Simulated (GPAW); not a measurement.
## BiTe: single point with PBEsol

BiTe:

```
Bi Te
1.0
     2.42271    1.39875    3.31729
    -2.42271    1.39875    3.31729
     0.00000   -2.79750    3.31729
Bi Te
1 1
Direct
  0.50449 0.49986 0.49761
  0.99451 0.00737 0.00473
```

The cell comes from a database or a generator and needn't be the stable form of this composition.

The cell isn't the ideal one: atoms moved at random, drawn with an rms of 0.05 Å.

- Program: GPAW 26.7.0
- Task: single point
- Functional: PBEsol
- Potentials or basis: PAW data sets generated in the run's folder for this functional
- Cutoff: 600 eV
- Basis: pw
- k mesh: 7 × 7 × 7
- Occupations: fermi-dirac, width 0.05 eV
- Spin: no spin polarisation
- Maxiter: 150

The pressure is -2.5 GPa. The largest force is 0.082 eV/Å and the band gap on the k mesh is none (metal or under the smearing width).

Forces on the atoms (eV/Å):
```
Bi  -0.071 -0.039  0.011
Te   0.071  0.039 -0.011
```

Stress tensor (GPa, compression positive):
```
-2.53  0.02 -0.02
 0.02 -2.55 -0.01
-0.02 -0.01 -2.38
```

Levels at points of the mesh, in eV from the Fermi level:
```csv
k point,band 6,band 7,band 8,band 9,band 10,band 11,band 12,band 13,band 14,band 15
"(0.00, 0.00, 0.00)",-13.44,-8.19,-2.91,-2.91,-1.60,1.87,2.47,2.48,4.05,4.05
```

Run time: 98 s on 1 thread of Arm Neoverse V2, with other jobs on the host, peak memory 0.35 GiB.

Caveat: spin-orbit coupling is left out, which moves the levels of the heavy elements.
